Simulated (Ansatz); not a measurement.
# ClGaHLiO (SMILES [Li][O][GaH][Cl]): single points off equilibrium

One table from this session's results is given with a row withheld; the runs are named, their logs left out.

Computed with Ansatz 0.2.0, Gaussian basis. Level: single points in def2-TZVPP.

Correlated methods freeze the cores. Filled d shells of the heavier atoms are correlated. The outer core shell of Li, Na, Mg and K is correlated.

## The starting structure

SMILES `[Li][O][GaH][Cl]`, 5 atoms, charge 0, spin multiplicity 1.

Atoms are counted from 1 here; the program's logs count them from 0.

Bond lengths: Li1–O2 1.548 Å, O2–Ga3 1.720 Å, Ga3–Cl4 2.108 Å, Ga3–H5 1.564 Å. Angles: Li1–O2–Ga3 160.0°, O2–Ga3–Cl4 119.3°, O2–Ga3–H5 119.3°, Cl4–Ga3–H5 121.4°.

Coordinates:

| atom | x (Å) | y (Å) | z (Å) |
| --- | --- | --- | --- |
| Li1 | -0.42110 | 2.17560 | -1.28550 |
| O2 | -0.14610 | 0.72370 | -0.82410 |
| Ga3 | 0.12850 | -0.61690 | 0.21800 |
| Cl4 | 0.10370 | -0.32220 | 2.30510 |
| H5 | 0.31820 | -2.04020 | -0.40140 |

Set-up of the first run:

Contents of run/in.yaml:

```yaml
crystal:
  periodic: [false, false, false]
  atoms:
    - {symbol: Li, position_ang: [-0.421100, 2.175600, -1.285500]}
    - {symbol: O, position_ang: [-0.146100, 0.723700, -0.824100]}
    - {symbol: Ga, position_ang: [0.128500, -0.616900, 0.218000]}
    - {symbol: Cl, position_ang: [0.103700, -0.322200, 2.305100]}
    - {symbol: H, position_ang: [0.318200, -2.040200, -0.401400]}
basis:
  gaussian: {orbitals: def2-TZVPP}
correlation: {method: ccsd_t}
output: {forces: true}
```

No record of the launch command was kept for these runs.

Steps of the session up to this table: CCSD(T)/def2-TZVPP; PBE0-D4/def2-TZVPP; wB97M-V/def2-TZVPP; r2SCAN-D4/def2-TZVPP; PBE-D4/def2-TZVPP; BHLYP-D4/def2-TZVPP; B97M-V/def2-TZVPP.

One of the session's tables, all rows but one given; the rest of the session is left out.

```
   method  RMS force component (eV/Å)  angle to CCSD(T) forces (°)  dipole (D)
  CCSD(T)                       0.669                    reference        6.65
  PBE0-D4                       0.596                          4.0        6.54
  wB97M-V                       0.632                          3.3        6.46
r2SCAN-D4                       0.646                          3.3        6.69
   PBE-D4                       0.635                         14.3        6.54
 BHLYP-D4                       0.609                         11.6        6.45
   B97M-V                           ?                            ?           ?
```

**Question.** Estimate the row for B97M-V.

As computed: RMS force component (eV/Å): 0.600; angle to CCSD(T) forces (°): 6.2; dipole (D): 6.68. In the column «RMS force component (eV/Å)» it lies between PBE0-D4 (0.596) and BHLYP-D4 (0.609).
